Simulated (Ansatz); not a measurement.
# CH7AlBGeN: one species, many methods

The task here is to estimate one member of a computed series from the others.

Program: Ansatz 0.2.0, Gaussian basis. Level of theory: functionals in def2-TZVPP, the program's frozen cores in correlated methods. These are calculated values, not measurements.

The runs, in order: LDA (SPW92), PBE-D4, revPBE-D4, BLYP-D4, r2SCAN-D4, B97M-V, PBE0-D4, B3LYP-D4, r2SCANh-D4, r2SCAN0-D4, HSE06-D4, BHLYP-D4, CAM-B3LYP-D4, LC-ωPBE, ωB97X-V, ωB97M-V, B2PLYP, PBE-QIDH; CCSD(T)/def2-SVP; CCSD(T)/def2-TZVPP; MP2/def2-QZVPP; extrapolation to the limit; RPA on PBE.

### The geometry

The geometry comes from an earlier relaxation with PBE0-D4 in a triple-zeta def2 set; it is a stationary point, not always the lowest conformer.

12 atoms, charge 0, spin multiplicity 1.

Atoms are counted from 1 here; the program's logs count them from 0.

Bond lengths: B1–C2 1.456 Å, B1–Al3 2.175 Å, B1–H6 1.297 Å, B1–H7 1.190 Å, C2–Ge4 2.003 Å, C2–H8 1.087 Å, Al3–Ge4 2.355 Å, Al3–H6 1.797 Å, Al3–H9 1.579 Å, Ge4–N5 1.845 Å, Ge4–H10 1.536 Å, N5–H11 1.010 Å, N5–H12 1.010 Å. Angles: C2–B1–Al3 69.3°, C2–B1–H6 115.2°, C2–B1–H7 134.1°, Al3–B1–H6 55.7°, Al3–B1–H7 141.2°, H6–B1–H7 110.6°, B1–C2–Ge4 119.3°, B1–C2–H8 121.3°, Ge4–C2–H8 118.9°, B1–Al3–Ge4 82.8°, B1–Al3–H6 36.6°, B1–Al3–H9 121.8° and more.

The first run:

The input, in.yaml:

```yaml
crystal:
  periodic: [false, false, false]
  atoms:
    - {symbol: B, position_ang: [-1.421975, -0.128848, 1.470032]}
    - {symbol: C, position_ang: [-1.021376, 0.227097, 0.116732]}
    - {symbol: Al, position_ang: [0.224374, -1.382666, 0.799993]}
    - {symbol: Ge, position_ang: [0.908700, 0.600456, -0.269055]}
    - {symbol: N, position_ang: [1.198125, 0.696150, -2.088522]}
    - {symbol: H, position_ang: [-0.463628, -0.549112, 2.236127]}
    - {symbol: H, position_ang: [-2.467319, -0.193435, 2.034776]}
    - {symbol: H, position_ang: [-1.759041, 0.422392, -0.656876]}
    - {symbol: H, position_ang: [0.187683, -2.954386, 0.946610]}
    - {symbol: H, position_ang: [1.349019, 1.951513, 0.314325]}
    - {symbol: H, position_ang: [1.851085, 1.422456, -2.347046]}
    - {symbol: H, position_ang: [1.491452, -0.166717, -2.522895]}
basis:
  gaussian: {orbitals: def2-TZVPP}
hamiltonian: {xc: lda}
output: {orbitals: {seedname: orbitals}}
```

On the command line:

```
> ansatz run in.yaml --threads 4 --pin off --events-out ev --progress --plain --max-ram 10444MiB
```

Steps of the session up to this table: LDA; PBE-D4 (GGA); revPBE-D4 (GGA); BLYP-D4 (GGA); r2SCAN-D4 (meta-GGA); B97M-V (meta-GGA); B3LYP-D4 (hybrid); r2SCANh-D4 (hybrid); r2SCAN0-D4 (hybrid); HSE06-D4 (hybrid); BHLYP-D4 (hybrid); CAM-B3LYP-D4 (range-separated); LC-ωPBE (range-separated); ωB97X-V (range-separated); ωB97M-V (range-separated); B2PLYP (double hybrid); PBE-QIDH (double hybrid).

One of the session's tables, all rows but one given; the rest of the session is left out.

It belongs to the step «Orbital energies across the functionals». 

```
  functional  HOMO (eV)  LUMO (eV)  gap (eV)
 LDA (SPW92)      -5.28      -2.40      2.89
      PBE-D4      -5.15      -2.17      2.98
   revPBE-D4      -5.10      -2.08      3.02
     BLYP-D4      -5.00      -2.00      3.00
   r2SCAN-D4      -5.34      -1.94      3.40
      B97M-V      -5.40      -1.98      3.42
     PBE0-D4          ?          ?         ?
    B3LYP-D4      -5.97      -1.53      4.44
  r2SCANh-D4      -5.72      -1.66      4.06
  r2SCAN0-D4      -6.29      -1.25      5.04
    HSE06-D4      -5.78      -1.75      4.03
    BHLYP-D4      -7.05      -0.49      6.55
CAM-B3LYP-D4      -7.36      -0.36      7.00
     LC-ωPBE      -8.60       0.66      9.26
     ωB97X-V      -8.30       0.57      8.88
     ωB97M-V      -8.16       0.33      8.49
```

Estimate the missing values for PBE0-D4.

As computed: HOMO (eV): -6.17; LUMO (eV): -1.38; gap (eV): 4.79. In the column «HOMO (eV)» it lies between r2SCAN0-D4 (-6.29) and B3LYP-D4 (-5.97).
